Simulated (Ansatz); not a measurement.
# MgB2: response to strain

Aim: deform MgB2 (equal xy, yz and zx engineering shear strains of -1 %) and compute stress, forces and field gradients with LAPW, PAW and all-electron datasets made for the crystal.

Method: DFT LDA, scalar-relativistic, in Ansatz 0.2.0.

## 1. Starting point

The structure is hexagonal, space group P6/mmm (No. 191). The conventional cell has a = 3.085 Å, b = 3.085 Å, c = 3.523 Å, α = 90.00°, β = 90.00°, γ = 120.00°. Around Mg (site symmetry 6/mmm) lie 12 B at 2.51 Å. B (site symmetry -6m2) is surrounded by 3 B at 1.78 Å and 6 Mg at 2.51 Å.

Coordinates:

```
CELL_PARAMETERS angstrom
3.08500 0.00000 0.00000
-1.54250 2.67169 0.00000
0.00000 0.00000 3.52300
ATOMIC_POSITIONS crystal
Mg 0.00000 0.00000 0.00000
B 0.33333 0.66667 0.50000
B 0.66667 0.33333 0.50000
```

Atoms are numbered in the order of the input: Mg1, B2, B3.

## 2. After the deformation

Space group P6/mmm before, P-1 after.

## 3. LAPW, all electrons

File input.yaml:

```yaml
crystal:
  lattice:
    - [3.0850007055, -0.0154250035, -0.0154250035]
    - [-1.5558587977, 2.6794014835, -0.0056459431]
    - [-0.017615, -0.017615, 3.523]
  atoms:
    - { symbol: Mg, position: [0.0, 0.0, 0.0] }
    - { symbol: B, position: [0.3333333333, 0.6666666667, 0.5] }
    - { symbol: B, position: [0.6666666667, 0.3333333333, 0.5] }
kpoints:
  mp_grid: { grid: [15, 15, 12] }
  band_path:
    path:
      - [0.0, 0.0, 0.0]
      - [0.0, 0.0, 0.5]
      - [-0.5, 0.5, 0.0]
      - [0.0, 0.0, 0.0]
      - [0.0, -0.5, 0.0]
      - [-0.5, 0.0, 0.5]
      - [0.0, 0.0, 0.0]
      - [-0.5, 0.0, 0.0]
      - [0.0, -0.5, 0.5]
    npoints: 5
scf:
  occupations: { method: fermi_dirac, width: 0.05 }
hamiltonian:
  xc: lda
  pseudopotentials: { kind: all_electron, lapw: { basis_error: 0.0005 } }
output:
  forces: true
  stress: true
  eigenvalues: true
```

Command:

```sh
> ansatz run input.yaml --threads 1 --pin off --max-ram 4096MiB --backend cpu --events-out ev --progress --plain --runs-dir out
```

## 4. PAW on the default files

File input.yaml:

```yaml
crystal:
  lattice:
    - [3.0850007055, -0.0154250035, -0.0154250035]
    - [-1.5558587977, 2.6794014835, -0.0056459431]
    - [-0.017615, -0.017615, 3.523]
  atoms:
    - { symbol: Mg, position: [0.0, 0.0, 0.0] }
    - { symbol: B, position: [0.3333333333, 0.6666666667, 0.5] }
    - { symbol: B, position: [0.6666666667, 0.3333333333, 0.5] }
kpoints:
  mp_grid: { grid: [15, 15, 12] }
scf:
  occupations: { method: fermi_dirac, width: 0.05 }
hamiltonian:
  xc: lda
  pseudopotentials: { kind: paw }
output:
  forces: true
  stress: true
  eigenvalues: true
  efg: { contact_densities: true }
  write_density: true
  write_potential: true
  elf: true
  volumetric_format: npy
```

## 5. All-electron PAW on datasets made for the crystal

Edit input.yaml of step 4 so:

```diff
@@ -15,3 +15,3 @@
   xc: lda
-  pseudopotentials: { kind: paw }
+  pseudopotentials: { kind: all_electron, datasets: crystal }
 output:
@@ -21,5 +21 @@
   efg: { contact_densities: true }
-  write_density: true
-  write_potential: true
-  elf: true
-  volumetric_format: npy
```

(Steps that only read results are left out.)

What does the calculation give? Wanted: pressure; largest shear or deviatoric stress.

The runs gave:

```
                                 quantity                                              value
                                 pressure  LAPW -7.57, PAW -7.57, crystal datasets -7.57 GPa
largest shear or deviatoric stress (LAPW)                                           1.81 GPa
```

The largest part of the stress beyond the pressure is 1.81 GPa in size, in the xy component; the atoms are carried along and not relaxed. No run of the undeformed cell stands beside it, so pressure and stress hold what the given cell had before the change, as far as its symmetry allows. PAW: stress within 0.04 GPa of LAPW, forces within 1 meV/Å. Crystal datasets: stress within 0.01 GPa of LAPW, forces within 1 meV/Å.
